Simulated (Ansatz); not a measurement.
# GeHO (doublet): relaxing a cheap start

Where does this start of GeHO (doublet) end when it is relaxed?

Method: UKS PBE0/def2-TZVP; program: Ansatz 0.2.0, Gaussian basis.

## 1. Where the work starts

3 atoms, charge 0, spin multiplicity 2.

Atoms are counted from 1 here; the program's logs count them from 0.

Bond lengths: Ge1–O2 1.591 Å, Ge1–H3 1.766 Å. Angles: O2–Ge1–H3 116.7°.

The start was built by rule and, where that kept it together, relaxed with GFN2-xTB. Sticks and bond lists go by distance. No spin-orbit coupling is included. 

## 2. The run

in.yaml

```yaml
crystal:
  periodic: [false, false, false]
  atoms:
    - {symbol: Ge, position_ang: [-0.270185, -0.054003, -0.000691]}
    - {symbol: O, position_ang: [1.306360, 0.156622, 0.003084]}
    - {symbol: H, position_ang: [-1.264736, 1.405782, 0.000841]}
basis:
  gaussian: {orbitals: def2-TZVP}
magnetization: {spin_polarized: true, initial_magnetization: 1}
hamiltonian: {xc: pbe0}
relax: {f_tol: 0.004, max_steps: 80}
```

Command:

```
> ansatz run in.yaml --threads 1 --pin off --events-out ev --progress --plain --max-ram 1740MiB
```

What does the calculation give? Wanted: energy gained; shift from the start; total energy; dipole moment; ⟨S²⟩.

The runs gave:

| quantity | value |
| --- | --- |
| steps | 5 |
| energy gained | 0.194 eV |
| shift from the start (rms) | 0.086 Å |
| total energy | -58571.1995 eV |
| dipole moment | 3.23 D |
| ⟨S²⟩ | 0.761 |

The bonds of the start are those of the end. Ge1–H3 went from 1.766 to 1.599 Å. No vibrations were run, so this is a stationary point, not a proven minimum, and this spin need not be the ground state's.
